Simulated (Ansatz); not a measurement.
# C2H7GeN: the cost of one run

All numbers are computed with the Python package of Ansatz 0.2.0. Level of theory: r2SCAN0/def2-TZVP.

## Step 1: The system

Bond lengths: C1–C2 1.263 Å, C2–N3 1.415 Å, C2–Ge4 1.981 Å, C1–H5 1.125 Å, C1–H6 1.129 Å, N3–H7 1.015 Å, N3–H8 1.092 Å, Ge4–H9 1.534 Å, Ge4–H10 1.539 Å, Ge4–H11 1.485 Å. Angles (14 of 15 angles, heavy atoms first): C1–C2–N3 120.0°, C1–C2–Ge4 120.1°, N3–C2–Ge4 119.8°, C2–C1–H5 123.8°, C2–C1–H6 123.5°, C2–N3–H7 124.5°, C2–N3–H8 117.9°, C2–Ge4–H9 105.2°, C2–Ge4–H10 106.9°, C2–Ge4–H11 108.5°, H5–C1–H6 112.7°, H7–N3–H8 117.4°, H9–Ge4–H10 110.4°, H9–Ge4–H11 111.9°.

The script holds or builds the structure itself.

## Step 2: The script

c2h7gen.py

```python
'''Energy to split C2H7GeN into its atoms.'''

from collections import Counter

import ansatz as az


def total_energy(molecule, charge=0, unpaired=0):
    calc = molecule.calculation().basis(gaussian='def2-TZVP').functional('r2scan0').accuracy('medium')
    if charge:
        calc = calc.charge(charge)
    if unpaired:
        calc = calc.spin('collinear', total=unpaired)
    return calc.run().report['free_energy_ev']


def main() -> None:
    c2h7gen = (
        az.Crystal.molecule()
        .atom('C', (-1.2394, 0.8226, -0.209))
        .atom('C', (-0.3078, 0.0757, 0.2037))
        .atom('N', (-0.307, -0.3806, 1.5429))
        .atom('Ge', (1.2081, -0.3732, -0.99))
        .atom('H', (-1.2983, 1.228, -1.2566))
        .atom('H', (-2.0936, 1.1709, 0.4414))
        .atom('H', (-1.0048, -0.1294, 2.2353))
        .atom('H', (0.5506, -0.966, 1.8823))
        .atom('H', (0.5954, -0.4883, -2.3912))
        .atom('H', (1.7518, -1.737, -0.5277))
        .atom('H', (2.2103, 0.7204, -0.9104))
    )

    # Hund ground states
    unpaired = {'C': 2, 'N': 3, 'Ge': 2, 'H': 1}
    counts = Counter(site.symbol for site in c2h7gen.cartesian_sites)
    atom_energy = {s: total_energy(az.Crystal.molecule().atom(s, (0, 0, 0)), 0, unpaired[s]) for s in counts}
    whole = total_energy(c2h7gen, 0, 0)
    for s, e in atom_energy.items():
        print(f'{s:2s} x{counts[s]}  {e:14.5f} eV')
    print(f'C2H7GeN: {whole:.5f} eV')
    split = sum(counts[s] * e for s, e in atom_energy.items()) - whole
    print(f'atomisation energy (no zero-point term): {split:.3f} eV, {split / sum(counts.values()):.3f} eV an atom')


if __name__ == '__main__':
    main()
```

## Step 3: The input behind the calls

The package turns the script's settings into the engine's input (first run):

```yaml
crystal:
  periodic: [false, false, false]
  atoms:
    - { symbol: C, position_ang: [0.0, 0.0, 0.0] }
accuracy: medium
basis:
  gaussian:
    orbitals: def2-TZVP
hamiltonian:
  xc: r2scan0
magnetization:
  spin_polarized: true
  initial_magnetization: 2.0
```

## Step 4: Running it

Run with:

```
$ python c2h7gen.py
```

What time and memory should one allow on 1 thread of Arm Neoverse V2, shared host?

About 12 s, with a peak of 0.4 GiB.
